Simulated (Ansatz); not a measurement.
# Si23H4O48: the cost of one run

Program: Ansatz 0.2.0. Level of theory: DFT r2SCAN, scalar-relativistic, plane waves, PAW. These are calculated values, not measurements.

## Step 1: The system as given

Symmetry: P1, No. 1, triclinic system. Conventional cell: a = 9.832 Å, b = 9.832 Å, c = 10.818 Å, α = 90.00°, β = 90.00°, γ = 120.00°. Si (site symmetry 1) is surrounded by 4 O at 1.62 to 1.63 Å. Around O (site symmetry 1) lie 2 Si at 1.63 Å. O (site symmetry 1) has 2 Si at 1.62 to 1.63 Å as nearest neighbours. Only part of the 75 independent sites is listed.

Structure file:

```xyz
75
Lattice="9.8316 0.0000 0.0000 -4.9158 8.5144 0.0000 0.0000 0.0000 10.8182" Properties=species:S:1:pos:R:3 pbc="T T T"
Si    2.6187    0.0083    1.7685
Si   -1.3010    2.3020    3.6317
Si    1.1100    2.0044    0.0011
O    -0.3396    1.7593    4.8275
O     1.1130    3.1148    1.1890
O    -0.7587    3.7016    3.0146
O     1.6469    0.5951    0.5993
O     2.1154    2.5070    4.2338
O     3.5540    1.1785    2.3946
Si   -2.2959    8.4953    7.1795
Si    8.4555    2.2679    9.0335
Si    1.1607    1.9456    5.4281
O    -0.3884    1.7869   10.2309
O     1.2584    2.9951    6.6710
O    -0.7751    3.6528    8.4174
O     1.6812    0.4890    5.9493
O     2.0700    2.5188    9.6062
O     3.5419    1.1618    7.8078
Si    0.1663    4.2805    1.8089
Si    6.0560    6.5358    3.6041
Si   -1.3042    6.2413   10.7820
O    -2.8046    6.0139    4.8015
O    -1.3281    7.3940    1.1159
O    -3.2266    7.9187    2.9590
O    -0.7949    4.8520    0.6276
O    -0.3512    6.8064    4.1821
O     1.1203    5.4550    2.3964
Si    6.0521    6.5279    9.0085
Si   -1.3113    6.2633    5.3834
O    -2.7995    6.0025   10.1946
O    -1.3057    7.3593    6.5885
O    -3.2443    7.9187    8.3722
O    -0.7779    4.8528    6.0088
O    -0.3357    6.7013    9.5566
O     1.3099    5.5210    7.7275
Si    7.5418    0.0366    1.8092
Si    3.5876    2.2741    3.5985
Si    6.0035    1.9755    0.0032
O     4.5815    1.7426    4.7729
O     5.9902    3.0897    1.1868
O     4.1085    3.6883    2.9951
O     6.5740    0.5885    0.6201
O     7.0417    2.5475    4.2342
O     8.4842    1.2054    2.4246
Si    7.5222    0.0105    7.2147
Si    3.5560    2.2628    9.0010
Si    6.0550    1.9907    5.4008
O     4.5170    1.7422   10.2090
O     5.9999    3.0845    6.6096
O     4.0722    3.6809    8.3860
O     6.5952    0.5883    6.0093
O     6.9573    2.4923    9.6089
O     8.4793    1.1633    7.8377
Si    5.0609    4.2643    1.8099
Si    1.1405    6.5592    3.5922
Si    3.6046    6.2743    0.0131
O     2.1092    6.0271    4.7849
O     3.5862    7.3948    1.1915
O     1.6874    7.9663    2.9997
O     4.1269    4.8655    0.6213
O     4.5739    6.7870    4.2190
O     6.0246    5.4119    2.4274
Si    5.0477    4.2535    7.2086
Si    1.1802    6.5494    8.9967
Si    3.5886    6.2623    5.4057
O     2.1163    6.0368   10.2273
O     3.5609    7.3612    6.6070
O     1.6433    7.9978    8.4195
O     4.1211    4.8526    6.0161
O     4.5724    6.7827    9.6247
O     6.0146    5.3940    7.8391
H     1.7541    4.6639    7.8469
H     0.5082    3.0321    7.3083
H     0.1014    4.9807    6.4437
H    -1.1227    3.9942    7.8083
```

The structure rests on an entry of the Crystallography Open Database; cell or positions may have been set otherwise for this series.

## Step 2: Single point: Si23H4O48 defect cell, no spin

input.yaml reads:

```yaml
crystal:
  lattice:
    - [9.8316, 0.0, 0.0]
    - [-4.9158, 8.514415, 0.0]
    - [0.0, 0.0, 10.8182]
  atoms:
    - { symbol: Si, position: [0.266843, 0.00097674, 0.16347] }
    - { symbol: Si, position: [0.0028516, 0.270368, 0.335705] }
    - { symbol: Si, position: [0.230605, 0.235408, 0.00010073] }
    - { symbol: O, position: [0.068765, 0.206621, 0.44624] }
    - { symbol: O, position: [0.296124, 0.365827, 0.109908] }
    - { symbol: O, position: [0.140206, 0.434745, 0.278663] }
    - { symbol: O, position: [0.20246, 0.069896, 0.055395] }
    - { symbol: O, position: [0.362378, 0.294436, 0.391361] }
    - { symbol: O, position: [0.430699, 0.138418, 0.221353] }
    - { symbol: Si, position: [0.265348, 0.9977494, 0.66365] }
    - { symbol: Si, position: [0.9932126, 0.266356, 0.83503] }
    - { symbol: Si, position: [0.232311, 0.228511, 0.501752] }
    - { symbol: O, position: [0.065432, 0.209873, 0.945715] }
    - { symbol: O, position: [0.303882, 0.351771, 0.616648] }
    - { symbol: O, position: [0.13567, 0.429017, 0.77808] }
    - { symbol: O, position: [0.199712, 0.057432, 0.54993] }
    - { symbol: O, position: [0.358455, 0.295822, 0.887965] }
    - { symbol: O, position: [0.428484, 0.136452, 0.721728] }
    - { symbol: Si, position: [0.268282, 0.502739, 0.167211] }
    - { symbol: Si, position: [0.99978038, 0.767614, 0.333148] }
    - { symbol: Si, position: [0.233864, 0.733029, 0.9966533] }
    - { symbol: O, position: [0.067901, 0.706322, 0.443832] }
    - { symbol: O, position: [0.299116, 0.868409, 0.10315] }
    - { symbol: O, position: [0.136833, 0.930038, 0.273522] }
    - { symbol: O, position: [0.204078, 0.569852, 0.058014] }
    - { symbol: O, position: [0.363978, 0.799398, 0.38658] }
    - { symbol: O, position: [0.434295, 0.640684, 0.221519] }
    - { symbol: Si, position: [0.9989205, 0.766693, 0.832714] }
    - { symbol: Si, position: [0.234429, 0.735614, 0.497622] }
    - { symbol: O, position: [0.067746, 0.704981, 0.942361] }
    - { symbol: O, position: [0.299362, 0.864331, 0.609024] }
    - { symbol: O, position: [0.135035, 0.930038, 0.773895] }
    - { symbol: O, position: [0.205853, 0.56995, 0.555435] }
    - { symbol: O, position: [0.359388, 0.787059, 0.883378] }
    - { symbol: O, position: [0.457452, 0.648434, 0.714304] }
    - { symbol: Si, position: [0.769241, 0.0042952, 0.167239] }
    - { symbol: Si, position: [0.498452, 0.267089, 0.332638] }
    - { symbol: Si, position: [0.726642, 0.232024, 0.0002954] }
    - { symbol: O, position: [0.568334, 0.204666, 0.441189] }
    - { symbol: O, position: [0.790721, 0.362883, 0.109704] }
    - { symbol: O, position: [0.634473, 0.433181, 0.276856] }
    - { symbol: O, position: [0.70322, 0.069122, 0.057317] }
    - { symbol: O, position: [0.865829, 0.299199, 0.391395] }
    - { symbol: O, position: [0.933744, 0.141576, 0.22412] }
    - { symbol: Si, position: [0.765718, 0.0012322, 0.6669] }
    - { symbol: Si, position: [0.494575, 0.265766, 0.832027] }
    - { symbol: Si, position: [0.732773, 0.233808, 0.499237] }
    - { symbol: O, position: [0.561748, 0.204616, 0.943686] }
    - { symbol: O, position: [0.791402, 0.362269, 0.610967] }
    - { symbol: O, position: [0.630351, 0.432309, 0.775171] }
    - { symbol: O, position: [0.705366, 0.069091, 0.555479] }
    - { symbol: O, position: [0.853998, 0.29271, 0.888217] }
    - { symbol: O, position: [0.930764, 0.136627, 0.724491] }
    - { symbol: Si, position: [0.765174, 0.500834, 0.167298] }
    - { symbol: Si, position: [0.501188, 0.770367, 0.332053] }
    - { symbol: Si, position: [0.735083, 0.736902, 0.0012113] }
    - { symbol: O, position: [0.568465, 0.707867, 0.442299] }
    - { symbol: O, position: [0.79902, 0.868506, 0.110139] }
    - { symbol: O, position: [0.639442, 0.93563, 0.277285] }
    - { symbol: O, position: [0.70548, 0.571443, 0.057434] }
    - { symbol: O, position: [0.863787, 0.797116, 0.389989] }
    - { symbol: O, position: [0.930587, 0.635619, 0.22438] }
    - { symbol: Si, position: [0.763194, 0.499559, 0.666338] }
    - { symbol: Si, position: [0.504648, 0.76921, 0.831628] }
    - { symbol: Si, position: [0.732749, 0.735492, 0.499688] }
    - { symbol: O, position: [0.569754, 0.709008, 0.945383] }
    - { symbol: O, position: [0.794469, 0.864558, 0.610728] }
    - { symbol: O, position: [0.636808, 0.939326, 0.778268] }
    - { symbol: O, position: [0.704132, 0.569933, 0.556105] }
    - { symbol: O, position: [0.863381, 0.79661, 0.889681] }
    - { symbol: O, position: [0.928516, 0.633508, 0.724622] }
    - { symbol: H, position: [0.452299, 0.547766, 0.72534] }
    - { symbol: H, position: [0.229745, 0.356111, 0.675554] }
    - { symbol: H, position: [0.302798, 0.584967, 0.595636] }
    - { symbol: H, position: [0.12036131, 0.46911267, 0.72177554] }
scf:
  occupations: { method: gaussian, width: 0.02 }
output:
  stress: false
  eigenvalues: true
kpoints:
  mp_grid: { grid: [1, 1, 1] }
hamiltonian:
  xc: r2scan
```

On the command line:

```sh
> ansatz run input.yaml --threads 4 --pin off --max-ram 16384MiB --backend cpu --events-out ev --progress --plain --runs-dir out
```

What time and memory should one allow on 4 threads of Intel Xeon Platinum 8488C (Sapphire Rapids), shared host?

About 13 s, with a peak of 2.3 GiB.
